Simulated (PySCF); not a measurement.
# B3N3H6: a look at the electrons, part 2 of 2

For B3N3H6, the scripts below measure its response to a uniform field and probe its ring current by NICS.

PySCF 2.14.0; Gaussian basis, gas phase. Earlier steps stand in the parts before.

## 4. Ring currents (PBE0/6-311g**)

input.py

```python
import numpy as np
from pyscf import gto, scf, dft
from pyscf.prop import nmr
from pyscf.data import nist

def solve(mol, dm0=None, hcore=None):
    mf = (dft.UKS if mol.spin else dft.RKS)(mol, xc='pbe0')
    mf.grids.level = 3
    mf.conv_tol, mf.max_cycle = 1e-8, 80
    if hcore is not None:
        mf.get_hcore = lambda *args: hcore
    mf.kernel(dm0)
    if not mf.converged:
        mf = mf.newton().run(mf.mo_coeff, mf.mo_occ, max_cycle=30)
    assert mf.converged, 'SCF not converged'
    return mf

mol = gto.M(atom='''
B      1.38608    -0.38486     0.00000
N      0.34877    -1.35014     0.00000
B     -1.02635    -1.00794     0.00000
N     -1.34364     0.37303     0.00000
B     -0.35974     1.39281     0.00000
N      0.99488     0.97711     0.00000
H      2.51848    -0.69931     0.00000
H      0.60100    -2.32646     0.00000
H     -1.86485    -1.83142     0.00000
H     -2.31527     0.64275     0.00000
H     -0.65362     2.53072     0.00000
H      1.71427     1.68371     0.00000
''', basis='6-311g**', charge=0, spin=0, verbose=4)
mf = solve(mol)
vxc = nmr.rks.get_vxc_giao  # smaller grid blocks
nmr.rks.get_vxc_giao = lambda *a, **k: vxc(*a, **{**k, 'max_memory': 300})
calc = nmr.RKS(mf)
calc.cphf = True
nuclei = calc.kernel()
mo1 = calc.mo10
# ring centres and points 1 angstrom above and below them
points = np.array([
    [0.0000, 0.0000, 0.0000],
    [0.0000, 0.0000, 1.0000],
    [0.0000, 0.0000, -1.0000],
]) / nist.BOHR
mol.atom_coord = lambda i, unit='Bohr': points[i]
idx = range(len(points))
sigma = (calc.dia(shielding_nuc=idx) + calc.para(mo10=mo1, shielding_nuc=idx)[0]) * nist.ALPHA**2 * 1e6
for p, t in zip(points, sigma):
    print('NICS at %8.4f %8.4f %8.4f  %8.2f ppm' % (*(p * nist.BOHR), -t.trace() / 3))
occ = mf.mo_coeff[:, mf.mo_occ > 0]
dm1 = np.array([mf.mo_coeff @ (2 * x) @ occ.T for x in mo1])
np.savez('result.npz', sigma=sigma, nuclei=nuclei, dm0=mf.make_rdm1(), dm1=dm1, e=mf.e_tot, eps=mf.mo_energy, occ=mf.mo_occ)
```

Started as:

```
> OMP_NUM_THREADS=1 python input.py
```

Standard output:

```text
[ENV] PYSCF_TMPDIR <dir>
[ENV] PYSCF_MAX_MEMORY 1375
[INPUT] verbose = 4
[INPUT] num. atoms = 12
[INPUT] num. electrons = 42
[INPUT] charge = 0
[INPUT] spin (= nelec alpha-beta = 2S) = 0
[INPUT] symmetry False subgroup None
[INPUT] Mole.unit = angstrom
[INPUT] Symbol           X                Y                Z      unit          X                Y                Z       unit  Magmom
[INPUT]  1 B      1.386080000000  -0.384860000000   0.000000000000 AA    2.619311586737  -0.727279996300   0.000000000000 Bohr   0.0
[INPUT]  2 N      0.348770000000  -1.350140000000   0.000000000000 AA    0.659079780465  -2.551394829820   0.000000000000 Bohr   0.0
[INPUT]  3 B     -1.026350000000  -1.007940000000   0.000000000000 AA   -1.939520407947  -1.904730549994   0.000000000000 Bohr   0.0
[INPUT]  4 N     -1.343640000000   0.373030000000   0.000000000000 AA   -2.539111610011   0.704924536247   0.000000000000 Bohr   0.0
[INPUT]  5 B     -0.359740000000   1.392810000000   0.000000000000 AA   -0.679810076051   2.632029443555   0.000000000000 Bohr   0.0
[INPUT]  6 N      0.994880000000   0.977110000000   0.000000000000 AA    1.880050726807   1.846470293574   0.000000000000 Bohr   0.0
[INPUT]  7 H      2.518480000000  -0.699310000000   0.000000000000 AA    4.759237450195  -1.321504376170   0.000000000000 Bohr   0.0
[INPUT]  8 H      0.601000000000  -2.326460000000   0.000000000000 AA    1.135725400864  -4.396372239756   0.000000000000 Bohr   0.0
[INPUT]  9 H     -1.864850000000  -1.831420000000   0.000000000000 AA   -3.524055763395  -3.460882219051   0.000000000000 Bohr   0.0
[INPUT] 10 H     -2.315270000000   0.642750000000   0.000000000000 AA   -4.375226204422   1.214621466564   0.000000000000 Bohr   0.0
[INPUT] 11 H     -0.653620000000   2.530720000000   0.000000000000 AA   -1.235162789538   4.782367697959   0.000000000000 Bohr   0.0
[INPUT] 12 H      1.714270000000   1.683710000000   0.000000000000 AA    3.239500803558   3.181750773191   0.000000000000 Bohr   0.0

nuclear repulsion = 199.630857249537
number of shells = 72
number of NR pGTOs = 234
number of NR cGTOs = 144
basis = 6-311g**
ecp = {}

******** <class 'pyscf.dft.rks.RKS'> ********
method = RKS
initial guess = minao
damping factor = 0
level_shift factor = 0
DIIS = <class 'pyscf.scf.diis.CDIIS'>
diis_start_cycle = 1
diis_space = 8
diis_damp = 0
SCF conv_tol = 1e-08
SCF conv_tol_grad = None
SCF max_cycles = 80
direct_scf = True
direct_scf_tol = 1e-13
XC library pyscf.dft.libxc version 7.0.0
    S. Lehtola, C. Steigemann, M. J.T. Oliveira, and M. A.L. Marques.,  SoftwareX 7, 1–5 (2018)
XC functionals = pbe0
    C. Adamo and V. Barone.,  J. Chem. Phys. 110, 6158 (1999)
    M. Ernzerhof and G. E. Scuseria.,  J. Chem. Phys. 110, 5029 (1999)
radial grids:
    Treutler-Ahlrichs [JCP 102, 346 (1995); DOI:10.1063/1.469408] (M4) radial grids

becke partition: Becke, JCP 88, 2547 (1988); DOI:10.1063/1.454033
pruning grids: <function nwchem_prune at 0xe65a4019b6a0>
grids dens level: 3
symmetrized grids: False
atomic radii adjust function: <function treutler_atomic_radii_adjust at 0xe65a401d05e0>
small_rho_cutoff = 0
Set gradient conv threshold to 0.0001
Initial guess from minao.
tot grids = 142696
init E= -243.215413919385
  HOMO = -0.352842112093314  LUMO = -0.0609138895923767  gap/eV = 7.94377
cycle= 1 E= -242.357199107095  delta_E= 0.858  |g|= 0.542  |ddm|= 2.64
  HOMO = -0.210177127863403  LUMO = 0.0709454221761723  gap/eV = 7.64973
cycle= 2 E= -242.315300621603  delta_E= 0.0419  |g|= 0.718  |ddm|= 0.787
  HOMO = -0.295878293831803  LUMO = 0.0253795642354526  gap/eV = 8.74187
cycle= 3 E= -242.425286673605  delta_E= -0.11  |g|= 0.0442  |ddm|= 0.439
  HOMO = -0.297097842139355  LUMO = 0.02008674855959  gap/eV = 8.63103
cycle= 4 E= -242.425683476983  delta_E= -0.000397  |g|= 0.0185  |ddm|= 0.0401
  HOMO = -0.295842344159892  LUMO = 0.0220244024754626  gap/eV = 8.64959
cycle= 5 E= -242.425765432816  delta_E= -8.2e-05  |g|= 0.00207  |ddm|= 0.0144
  HOMO = -0.295964412980997  LUMO = 0.0220343276017693  gap/eV = 8.65319
cycle= 6 E= -242.425766466567  delta_E= -1.03e-06  |g|= 0.000178  |ddm|= 0.00158
  HOMO = -0.295980915320213  LUMO = 0.0220105172938795  gap/eV = 8.65299
cycle= 7 E= -242.425766473718  delta_E= -7.15e-09  |g|= 3.28e-05  |ddm|= 0.000171
  HOMO = -0.295967999934766  LUMO = 0.0220183748593003  gap/eV = 8.65285
Extra cycle  E= -242.42576647373  delta_E= -1.17e-11  |g|= 3.58e-05  |ddm|= 5.07e-05
converged SCF energy = -242.42576647373

******** <class 'pyscf.prop.nmr.rks.NMR'> for <class 'pyscf.dft.rks.RKS'> ********
gauge = GIAO
shielding for atoms range(0, 12)
Solving MO10 eq with CPHF.
CPHF conv_tol = 1e-09
CPHF max_cycle_cphf = 20

total shielding of atom 0 B
B_x [ 5.13630223e+01  3.43652515e+00 -4.87369702e-13]
B_y [3.43539012e+00 6.27528947e+01 2.98152434e-13]
B_z [ 5.05207479e-13 -5.57718136e-13  1.20563190e+02]
dia-magnetic contribution
B_x [2.04757932e+02 1.37360514e+00 3.77034418e-14]
B_y [ 1.37410213e+00  2.09324939e+02 -2.83498941e-13]
B_z [ 4.15489113e-12 -1.46129335e-12  1.86393083e+02]
para-magnetic contribution
B_x [-1.53394910e+02  2.06292001e+00 -5.25073144e-13]
B_y [ 2.06128799e+00 -1.46572044e+02  5.81651375e-13]
B_z [-3.64968365e-12  9.03575218e-13 -6.58298934e+01]
occ part of para-magnetism
B_x [ 6.64724198e-01  1.19764712e+00 -5.31753218e-14]
B_y [1.19719262e+00 4.64092200e+00 1.72923214e-13]
B_z [-6.10566039e-12  2.41407460e-12  6.51216065e+01]
vir part of para-magnetism
B_x [-1.54059634e+02  8.65272889e-01 -4.71897822e-13]
B_y [ 8.64095364e-01 -1.51212966e+02  4.08728161e-13]
B_z [ 2.45597673e-12 -1.51049938e-12 -1.30951500e+02]

total shielding of atom 1 N
B_x [1.46416642e+02 4.18653873e+01 3.31471923e-13]
B_y [ 4.18705016e+01 -4.82447651e+00  5.42160035e-13]
B_z [1.83244216e-12 1.92479282e-12 2.40838880e+02]
dia-magnetic contribution
B_x [3.26253702e+02 1.87027262e+00 4.52077106e-14]
B_y [1.86757002e+00 3.19499882e+02 3.09158899e-14]
B_z [2.56448086e-12 4.45005989e-13 2.87721473e+02]
para-magnetic contribution
B_x [-1.79837060e+02  3.99951147e+01  2.86264212e-13]
B_y [ 4.00029316e+01 -3.24324359e+02  5.11244146e-13]
B_z [-7.32038696e-13  1.47978683e-12 -4.68825931e+01]
occ part of para-magnetism
B_x [ 9.77711975e+01 -4.29811145e-02  7.62420321e-14]
B_y [-2.70971500e-02  9.79208065e+01  3.04033077e-13]
B_z [-1.38846435e-11 -3.69182490e-12  2.27264899e+02]
vir part of para-magnetism
B_x [-2.77608258e+02  4.00380958e+01  2.10022180e-13]
B_y [ 4.00300288e+01 -4.22245165e+02  2.07211069e-13]
B_z [ 1.31526048e-11  5.17161172e-12 -2.74147492e+02]

total shielding of atom 2 B
B_x [ 5.69293654e+01 -6.64830617e+00  1.02453903e-13]
B_y [-6.64914965e+00  5.71844092e+01 -1.31389322e-13]
B_z [-6.18328111e-13  7.03536628e-14  1.20562110e+02]
dia-magnetic contribution
B_x [ 2.06993829e+02 -2.66455461e+00  7.56303161e-14]
B_y [-2.66485861e+00  2.07091233e+02  3.57528840e-13]
B_z [1.48502002e-12 2.09867692e-12 1.86397516e+02]
para-magnetic contribution
B_x [-1.50064464e+02 -3.98375156e+00  2.68235866e-14]
B_y [-3.98429104e+00 -1.49906824e+02 -4.88918162e-13]
B_z [-2.10334813e-12 -2.02832326e-12 -6.58354054e+01]
occ part of para-magnetism
B_x [ 2.60924515e+00 -2.31968730e+00  7.08156269e-15]
B_y [-2.31908407e+00  2.69403119e+00 -2.47603682e-13]
B_z [-2.52265547e-12 -3.92855684e-12  6.51160452e+01]
vir part of para-magnetism
B_x [-1.52673709e+02 -1.66406426e+00  1.97420239e-14]
B_y [-1.66520696e+00 -1.52600855e+02 -2.41314481e-13]
B_z [ 4.19307342e-13  1.90023358e-12 -1.30951451e+02]

...
total shielding of atom 4 B
B_x [6.28788801e+01 3.21490907e+00 4.91232411e-14]
B_y [3.21401125e+00 5.12353988e+01 2.36386497e-14]
B_z [-2.39584637e-13  4.55680854e-13  1.20562777e+02]
dia-magnetic contribution
B_x [2.09372935e+02 1.29047140e+00 2.60118714e-14]
B_y [1.28988596e+00 2.04709656e+02 5.32510475e-14]
B_z [1.57243722e-13 2.83505329e-13 1.86393542e+02]
para-magnetic contribution
B_x [-1.46494055e+02  1.92443767e+00  2.31113697e-14]
B_y [ 1.92412529e+00 -1.53474257e+02 -2.96123978e-14]
B_z [-3.96828360e-13  1.72175525e-13 -6.58307647e+01]
occ part of para-magnetism
B_x [ 4.68382927e+00  1.12305500e+00 -8.56884025e-14]
B_y [ 1.12371286e+00  6.22023193e-01 -1.97424850e-14]
B_z [ 1.92491836e-13 -3.29137641e-13  6.51212158e+01]
vir part of para-magnetism
B_x [-1.51177884e+02  8.01382669e-01  1.08799772e-13]
B_y [ 8.00412430e-01 -1.54096281e+02 -9.86991275e-15]
B_z [-5.89320196e-13  5.01313166e-13 -1.30951981e+02]

total shielding of atom 5 N
B_x [ 6.92517801e+01 -8.64242761e+01  5.82462516e-14]
B_y [-8.64165043e+01  7.23515477e+01 -3.44058141e-13]
B_z [ 8.93346042e-13 -1.03790318e-12  2.40844912e+02]
dia-magnetic contribution
B_x [ 3.22809742e+02 -3.85848059e+00  4.96819328e-14]
B_y [-3.85833628e+00  3.22948297e+02 -1.34707416e-13]
B_z [ 5.57352893e-13 -1.21149703e-12  2.87728388e+02]
para-magnetic contribution
B_x [-2.53557962e+02 -8.25657955e+01  8.56431882e-15]
B_y [-8.25581680e+01 -2.50596749e+02 -2.09350726e-13]
B_z [ 3.35993148e-13  1.73593846e-13 -4.68834760e+01]
occ part of para-magnetism
B_x [ 9.78383675e+01  7.94939255e-02 -1.26526183e-13]
B_y [ 7.90761666e-02  9.78359152e+01 -8.10693796e-14]
B_z [3.24678097e-14 6.48667258e-12 2.27243252e+02]
vir part of para-magnetism
B_x [-3.51396329e+02 -8.26452894e+01  1.35090501e-13]
B_y [-8.26372442e+01 -3.48432664e+02 -1.28281346e-13]
B_z [ 3.03525339e-13 -6.31307873e-12 -2.74126728e+02]

total shielding of atom 6 H
B_x [ 2.86904456e+01 -2.23063339e-01  1.14824587e-14]
B_y [-2.22606448e-01  2.79473908e+01 -7.13914448e-14]
B_z [ 5.46375513e-14 -1.77949927e-14  2.46323676e+01]
dia-magnetic contribution
B_x [ 3.96559047e+01 -3.28062117e+00 -8.82856568e-14]
B_y [-3.28049012e+00  2.87521051e+01 -1.57173273e-13]
B_z [ 9.52702071e-13 -6.95671878e-13  2.42620098e+01]
para-magnetic contribution
B_x [-1.09654590e+01  3.05755783e+00  9.97681155e-14]
B_y [ 3.05788367e+00 -8.04714254e-01  8.57818286e-14]
B_z [-8.98064519e-13  6.77876886e-13  3.70357731e-01]
occ part of para-magnetism
B_x [ 9.92316663e-01 -4.62013548e-01  2.69826205e-14]
B_y [-4.61995951e-01 -5.43793039e-01  1.24262349e-13]
B_z [-7.50503284e-13  1.12328482e-12 -5.21578277e+00]
vir part of para-magnetism
B_x [-1.19577757e+01  3.51957138e+00  7.27854949e-14]
B_y [ 3.51987963e+00 -2.60921215e-01 -3.84805203e-14]
B_z [-1.47561235e-13 -4.45407932e-13  5.58614050e+00]

total shielding of atom 7 H
B_x [ 2.65726144e+01 -9.11126355e-01 -8.29287632e-15]
B_y [-9.10990754e-01  2.98648598e+01  7.21494721e-15]
B_z [-7.96973135e-14  7.33103161e-14  2.22299270e+01]
dia-magnetic contribution
B_x [ 2.67663198e+01 -4.90707158e+00 -7.98323289e-14]
B_y [-4.90741412e+00  4.44955176e+01 -4.45589505e-14]
B_z [-1.40151280e-12 -4.05017513e-13  1.88931841e+01]
para-magnetic contribution
B_x [-1.93705440e-01  3.99594522e+00  7.15394526e-14]
B_y [ 3.99642336e+00 -1.46306578e+01  5.17738977e-14]
B_z [1.32181549e-12 4.78327829e-13 3.33674288e+00]
occ part of para-magnetism
B_x [-1.09570356e+00 -1.79317279e+00  2.39944981e-14]
B_y [-1.79274528e+00  5.38159002e+00 -3.78539253e-15]
B_z [ 4.26226769e-12  1.19475378e-12 -1.83390535e+01]
vir part of para-magnetism
B_x [9.01998120e-01 5.78911801e+00 4.75449545e-14]
B_y [ 5.78916864e+00 -2.00122478e+01  5.55592902e-14]
B_z [-2.94045220e-12 -7.16425954e-13  2.16757964e+01]

total shielding of atom 8 H
B_x [ 2.83265181e+01  4.32849694e-01 -1.99512765e-15]
B_y [4.33267907e-01 2.83114321e+01 6.11507719e-14]
B_z [4.06833411e-14 3.61453243e-14 2.46325558e+01]
dia-magnetic contribution
B_x [3.43193478e+01 6.36141382e+00 1.61665500e-14]
B_y [6.36153934e+00 3.40895066e+01 1.92085584e-13]
B_z [1.60491121e-13 7.53996136e-13 2.42634050e+01]
para-magnetic contribution
B_x [-5.99282977e+00 -5.92856413e+00 -1.81616777e-14]
B_y [-5.92827143e+00 -5.77807448e+00 -1.30934812e-13]
B_z [-1.19807780e-13 -7.17850811e-13  3.69150837e-01]
occ part of para-magnetism
B_x [2.40226031e-01 8.96356656e-01 1.74512496e-14]
B_y [ 8.96341211e-01  2.07998633e-01 -1.22737177e-13]
B_z [ 5.34155226e-14 -1.24177854e-12 -5.21651002e+00]
vir part of para-magnetism
B_x [-6.23305580e+00 -6.82492078e+00 -3.56129272e-14]
B_y [-6.82461265e+00 -5.98607311e+00 -8.19763471e-15]
B_z [-1.73223303e-13  5.23927734e-13  5.58566086e+00]

total shielding of atom 9 H
B_x [ 2.98311125e+01 -9.70120850e-01  1.35860298e-14]
B_y [-9.69899402e-01  2.66067628e+01  2.98147384e-14]
B_z [2.44971011e-14 4.12543332e-14 2.22296686e+01]
dia-magnetic contribution
B_x [ 4.43131529e+01 -5.22382242e+00  3.82794419e-14]
B_y [-5.22317260e+00  2.69489574e+01  1.05177112e-13]
B_z [-2.88705651e-14  2.56155821e-13  1.88926527e+01]
para-magnetic contribution
B_x [-1.44820404e+01  4.25370157e+00 -2.46934121e-14]
B_y [ 4.25327320e+00 -3.42194550e-01 -7.53623734e-14]
B_z [ 5.33676662e-14 -2.14901488e-13  3.33701590e+00]
occ part of para-magnetism
B_x [ 5.31492720e+00 -1.90813219e+00 -5.48719778e-15]
B_y [-1.90834079e+00 -1.02914311e+00 -9.81118057e-14]
B_z [-6.35673004e-15 -4.07452293e-13 -1.83392178e+01]
vir part of para-magnetism
B_x [-1.97969676e+01  6.16183376e+00 -1.92062144e-14]
B_y [6.16161398e+00 6.86948564e-01 2.27494323e-14]
B_z [5.97243962e-14 1.92550805e-13 2.16762337e+01]

total shielding of atom 10 H
B_x [ 2.79401964e+01 -2.10478963e-01 -2.83687222e-14]
B_y [-2.09995133e-01  2.86976420e+01  1.19373827e-14]
B_z [5.36921493e-14 5.81609569e-15 2.46323732e+01]
dia-magnetic contribution
B_x [ 2.86371263e+01 -3.08121662e+00  1.65365506e-14]
B_y [-3.08117937e+00  3.97709963e+01 -1.49909239e-14]
B_z [1.71995167e-13 9.25421680e-14 2.42622228e+01]
para-magnetic contribution
B_x [-6.96929955e-01  2.87073766e+00 -4.49052728e-14]
B_y [ 2.87118424e+00 -1.10733543e+01  2.69283066e-14]
B_z [-1.18303017e-13 -8.67260723e-14  3.70150386e-01]
occ part of para-magnetism
B_x [-5.59887729e-01 -4.34100686e-01 -2.55873023e-15]
B_y [-4.34176292e-01  1.00840113e+00  1.99777356e-14]
B_z [-4.00708846e-13 -7.94176065e-14 -5.21566389e+00]
vir part of para-magnetism
B_x [-1.37042226e-01  3.30483835e+00 -4.23465426e-14]
B_y [ 3.30536053e+00 -1.20817554e+01  6.95057098e-15]
B_z [ 2.82405828e-13 -7.30846584e-15  5.58581427e+00]

total shielding of atom 11 H
B_x [2.82529675e+01 1.88118727e+00 5.23948621e-14]
B_y [ 1.88147159e+00  2.81849651e+01 -3.52217807e-14]
B_z [-1.67333476e-13  3.57451406e-14  2.22297215e+01]
dia-magnetic contribution
B_x [3.58137486e+01 1.01308470e+01 6.68680847e-14]
B_y [ 1.01311100e+01  3.54488610e+01 -1.21624403e-13]
B_z [-1.61432405e-15 -1.79869762e-13  1.88933228e+01]
para-magnetic contribution
B_x [-7.56078105e+00 -8.24965969e+00 -1.44732225e-14]
B_y [-8.24963838e+00 -7.26389587e+00  8.64026225e-14]
B_z [-1.65719152e-13  2.15614903e-13  3.33639862e+00]
occ part of para-magnetism
B_x [2.20921017e+00 3.70090795e+00 2.11422217e-14]
B_y [3.70102565e+00 2.07623412e+00 1.14581934e-13]
B_z [-3.31797455e-14  2.97625943e-14 -1.83384459e+01]
vir part of para-magnetism
B_x [-9.76999122e+00 -1.19505676e+01 -3.56154443e-14]
B_y [-1.19506640e+01 -9.34012998e+00 -2.81793120e-14]
B_z [-1.32539406e-13  1.85852309e-13  2.16748445e+01]
NICS at   0.0000   0.0000   0.0000     -2.01 ppm
NICS at   0.0000   0.0000   1.0000     -3.04 ppm
NICS at   0.0000   0.0000  -1.0000     -3.04 ppm
```

It took 40 s on 1 thread of Arm Neoverse V2, shared host; peak memory 1 GiB.

## 5. Analysis of result.npz

NICS at and above the rings.

It is neither clearly diatropic nor paratropic (non-aromatic): NICS(0) = −2.0, NICS(1) = −3.0, NICS(1)zz = −6.3 ppm.

## 6. Results

What follows sums up all 2 parts.

| quantity | value |
| --- | --- |
| polarisability along the field (wB97X/6-311g**) | 33.8 bohr³ |
| NICS(1)zz, 6-membered ring B1/N2/B3/N4/B5/N6 (PBE0/6-311g**) | -6.3 ppm |

**Reading.** The 6-membered ring B1/N2/B3/N4/B5/N6 is neither clearly diatropic nor paratropic (non-aromatic). The geometry was not optimised at these levels.
